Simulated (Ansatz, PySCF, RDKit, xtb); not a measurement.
**C4H11Al: from the formula to a structure**

Task: start from the formula C4H11Al, draw up candidate structures, narrow them down in stages, and characterise the one that lies lowest at 298.15 K.

The funnel: GFN2-xTB relaxations, single points with a density functional, relaxations at PBE0-D3(BJ)/def2-SVP, harmonic vibrations, and a last energy at a higher level. All values are calculated.

4 further runs of the same task are left out: 4 set aside as unsound or not needed.

### 1 Drawing up candidates

A program enumerates the bonding patterns with one Lewis structure each (two rings at most, one unusual centre or charged pair), with their diastereomers. O–O, O–halogen and N–halogen bonds and N–N–N chains are not drawn. That gives 9 candidates.

```csv
label,SMILES,spin
c003,CC[C@H](C)[AlH2],singlet
c057,CC(C)[CH2][AlH2],singlet
c076,[CH2+][Al-]([CH3])([CH3])[CH3],singlet
c092,C[CH2][AlH][CH2]C,singlet
c474,CCC[CH2][AlH2],singlet
c493,CC[CH2][AlH][CH3],singlet
c572,[CH3][AlH][CH](C)C,singlet
c651,C[C](C)(C)[AlH2],singlet
c726,C[CH2][Al]([CH3])[CH3],singlet
```

Candidates are built by distance geometry, with a force field where one applies, in up to four conformers (letters a to d).

**Question.** With final energies at CCSD(T)/def2-SVP + MP2/def2-TZVPP - MP2/def2-SVP, which structure will this search put lowest in free energy, and by what margin?

| quantity | value |
| --- | --- |
| lowest structure found | C[CH2][Al]([CH3])[CH3], singlet, C1 |
| next finalist | CC[CH2][AlH][CH3], singlet, 10.7 kcal/mol higher in G |
| share at equilibrium, among the finalists | 100.0 % |
| harmonic wavenumbers, lowest and highest (PBE0-D3(BJ)/def2-SVP) | 21 and 3152 cm⁻¹ |
| rotational constants, same geometry | 0.1605, 0.07795, 0.05458 cm⁻¹ |
| dipole moment (PBE0/def2-SVPD) | 0.10 D |
| HOMO energy (PBE0/def2-SVPD) | -7.12 eV |
| LUMO energy (PBE0/def2-SVPD) | -0.37 eV |
| HOMO–LUMO gap (PBE0/def2-SVPD) | 6.74 eV |
| lowest excitation (TD-PBE0/def2-SVPD) | 5.26 eV (f = 0.000) |
| strongest of the states computed, same level | 6.42 eV (f = 0.087) |
| lowest triplet excitation, same level, Tamm-Dancoff | 4.96 eV |
| vertical ionisation energy | 9.04 eV |
| vertical electron affinity | -0.75 eV (unbound: the value depends on the basis) |
| vertical triplet less singlet | +4.97 eV |

`C[CH2][Al]([CH3])[CH3]` comes out lowest. The margin of 10.7 kcal/mol over the next finalist is beyond the usual error of the last level; it says nothing of structures that weren't ranked. HF/STO-3G, r2SCAN-D4/def2-SVP, PBE0-D3(BJ)/def2-SVP, HF/def2-SVP and MP2/def2-SVP already put its bonding pattern lowest among the structures in one piece; GFN2-xTB favours the singlet CC(C)[CH2][AlH2] (c057b, not a finalist). 9 minima inside the window were never screened. Lowest found is not proven lowest: the search is finite, and each finalist counts with one conformer. Patterns outside the rules of the enumeration were met only by chance. The lowest isomer need not be the one that is made and kept in a bottle, which depends on barriers.
